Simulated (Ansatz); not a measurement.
# H₂OSeTe: functionals against CCSD(T) at one geometry

A test off equilibrium: a structure displaced at random from a GFN2-xTB minimum is computed at several levels, and each is set against CCSD(T).

Program: Ansatz 0.2.0, Gaussian basis. Level of theory: single points in def2-TZVPP. These are calculated values, not measurements.

Cores are frozen in the correlated methods. Filled d shells of the heavier atoms are correlated. Core potentials replace the inner electrons past krypton, and spin-orbit coupling is left out.

## Step 1: The starting structure

SMILES `O[Se][TeH]`, 5 atoms, charge 0, spin multiplicity 1.

Atoms are counted from 1 here; the program's logs count them from 0.

Bond lengths: O1–Se2 1.914 Å, O1–H4 1.107 Å, Se2–Te3 2.476 Å, Te3–H5 1.435 Å. Angles: Se2–O1–H4 95.9°, O1–Se2–Te3 97.6°, Se2–Te3–H5 97.4°.

Coordinates:

| atom | x (Å) | y (Å) | z (Å) |
| --- | --- | --- | --- |
| O1 | -1.0913 | -0.4810 | -0.8982 |
| Se2 | -0.5503 | -0.4098 | 0.9361 |
| Te3 | 1.4107 | 1.0736 | 0.6414 |
| H4 | -2.1054 | -0.0694 | -0.7347 |
| H5 | 2.3487 | 0.0638 | 0.2405 |

## Step 2: CCSD(T)/def2-TZVPP

The input, run/in.yaml:

```yaml
crystal:
  periodic: [false, false, false]
  atoms:
    - {symbol: O, position_ang: [-1.091300, -0.481000, -0.898200]}
    - {symbol: Se, position_ang: [-0.550300, -0.409800, 0.936100]}
    - {symbol: Te, position_ang: [1.410700, 1.073600, 0.641400]}
    - {symbol: H, position_ang: [-2.105400, -0.069400, -0.734700]}
    - {symbol: H, position_ang: [2.348700, 0.063800, 0.240500]}
basis:
  gaussian: {orbitals: def2-TZVPP}
correlation: {method: ccsd_t}
output: {forces: true}
```

No record of the launch command was kept for these runs.

## Step 3: PBE0-D4/def2-TZVPP

Changes to run/in.yaml since step 2:

```diff
@@ -10,3 +10,3 @@
   gaussian: {orbitals: def2-TZVPP}
-correlation: {method: ccsd_t}
-output: {forces: true}
+hamiltonian: {xc: pbe0, dispersion: d4}
+output: {forces: true, orbitals: {seedname: orbitals}}
```

## Step 4: wB97M-V/def2-TZVPP

Changes to run/in.yaml since step 3:

```diff
@@ -10,3 +10,3 @@
   gaussian: {orbitals: def2-TZVPP}
-hamiltonian: {xc: pbe0, dispersion: d4}
-output: {forces: true, orbitals: {seedname: orbitals}}
+hamiltonian: {xc: {name: wB97M-V}}
+output: {forces: true}
```

## Step 5: r2SCAN-D4/def2-TZVPP

Changes to run/in.yaml since step 4:

```diff
@@ -10,3 +10,3 @@
   gaussian: {orbitals: def2-TZVPP}
-hamiltonian: {xc: {name: wB97M-V}}
+hamiltonian: {xc: r2scan, dispersion: d4}
 output: {forces: true}
```

## Step 6: PBE-D4/def2-TZVPP

Changes to run/in.yaml since step 5:

```diff
@@ -10,3 +10,3 @@
   gaussian: {orbitals: def2-TZVPP}
-hamiltonian: {xc: r2scan, dispersion: d4}
+hamiltonian: {xc: pbe, dispersion: d4}
 output: {forces: true}
```

## Step 7: r2SCANh-D4/def2-TZVPP

Changes to run/in.yaml since step 6:

```diff
@@ -10,3 +10,3 @@
   gaussian: {orbitals: def2-TZVPP}
-hamiltonian: {xc: pbe, dispersion: d4}
+hamiltonian: {xc: {name: r2SCANh}, dispersion: d4}
 output: {forces: true}
```

## Step 8: r2SCAN0-D4/def2-TZVPP

Changes to run/in.yaml since step 7:

```diff
@@ -10,3 +10,3 @@
   gaussian: {orbitals: def2-TZVPP}
-hamiltonian: {xc: {name: r2SCANh}, dispersion: d4}
+hamiltonian: {xc: {name: r2SCAN0}, dispersion: d4}
 output: {forces: true}
```

(Steps that only read results are left out.)

Before running it: what results should come out? Wanted: energy less free atoms, CCSD(T)/def2-TZVPP; RMS force component; RMS force error; HOMO and LUMO, PBE0-D4; T1 diagnostic.

**Answer**, as computed:

```
                                  quantity                                                                                                 value
energy less free atoms, CCSD(T)/def2-TZVPP                                                                                            -11.235 eV
                       RMS force component                                                                  2.863 to 3.018 eV/Å over the methods
                           RMS force error  PBE0-D4 0.158, wB97M-V 0.149, r2SCAN-D4 0.101, PBE-D4 0.276, r2SCANh-D4 0.119, r2SCAN0-D4 0.249 eV/Å
                    HOMO and LUMO, PBE0-D4                                                                                    -6.85 and -1.82 eV
                             T1 diagnostic                                                                                                 0.013
```

In words: Against CCSD(T) the functionals' energies less atoms differ by -1.229 to +0.127 eV, PBE-D4 by -1.229 eV. CCSD(T) in triple zeta still lacks some correlation energy of the bonds, so part of these gaps is its own basis error and they don't rank the functionals. On forces the order runs from r2SCAN-D4 to PBE-D4. Frozen-core CCSD(T) forces in triple zeta carry basis errors of their own, and this is one geometry, so small gaps rank nothing.
